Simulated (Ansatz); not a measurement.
# Zr: the cost of one run

Computed with Ansatz 0.2.0 (DFT LDA, scalar-relativistic, unless a step's input says otherwise).

## 1. The structure to begin with

The structure is hexagonal, space group P6_3/mmc (No. 194). The conventional cell has a = 3.232 Å, b = 3.232 Å, c = 5.147 Å, α = 90.00°, β = 90.00°, γ = 120.00°. Zr (site symmetry -6m2) has 12 Zr at 3.18 to 3.23 Å as nearest neighbours.

Structure file:

```xyz
2
Lattice="3.2320 0.0000 0.0000 -1.6160 2.7990 0.0000 0.0000 0.0000 5.1470" Properties=species:S:1:pos:R:3 pbc="T T T"
Zr    0.0000    1.8660    1.2868
Zr    1.6160    0.9330    3.8603
```

The cell comes from a crystallographic database entry that wasn't checked; take it as a given geometry, which may be far from equilibrium.

Atoms are numbered in the order of the input: Zr1, Zr2.

## 2. Volume × 0.94, LAPW

Contents of input.yaml:

```yaml
crystal:
  lattice:
    - [3.1660205622, 0.0, 0.0]
    - [-1.583010281, 2.7418542357, 0.0]
    - [0.0, 0.0, 5.0419297016]
  atoms:
    - { symbol: Zr, position: [0.3333333333, 0.6666666667, 0.25] }
    - { symbol: Zr, position: [0.6666666667, 0.3333333333, 0.75] }
kpoints:
  mp_grid: { grid: [13, 13, 7] }
  band_path:
    path:
      - [0.0, 0.0, 0.0]
      - [0.5, 0.0, 0.0]
      - [0.3333333333, 0.3333333333, 0.0]
      - [0.0, 0.0, 0.0]
      - [0.0, 0.0, 0.5]
      - [0.5, 0.0, 0.5]
      - [0.3333333333, 0.3333333333, 0.5]
      - [0.0, 0.0, 0.5]
      - [0.5, 0.0, 0.5]
    npoints: 5
scf:
  occupations: { method: fermi_dirac, width: 0.03 }
hamiltonian:
  xc: lda
  pseudopotentials: { kind: all_electron, lapw: { basis_error: 0.00025 } }
output:
  forces: true
  stress: true
  eigenvalues: true
```

Command:

```
> ansatz run input.yaml --threads 1 --pin off --max-ram 3072MiB --backend cpu --events-out ev --progress --plain --runs-dir out
```

Q: Estimate wall time and peak memory on 1 thread of Arm Neoverse V1, shared host.

About 30 s, with a peak of 0.41 GiB.
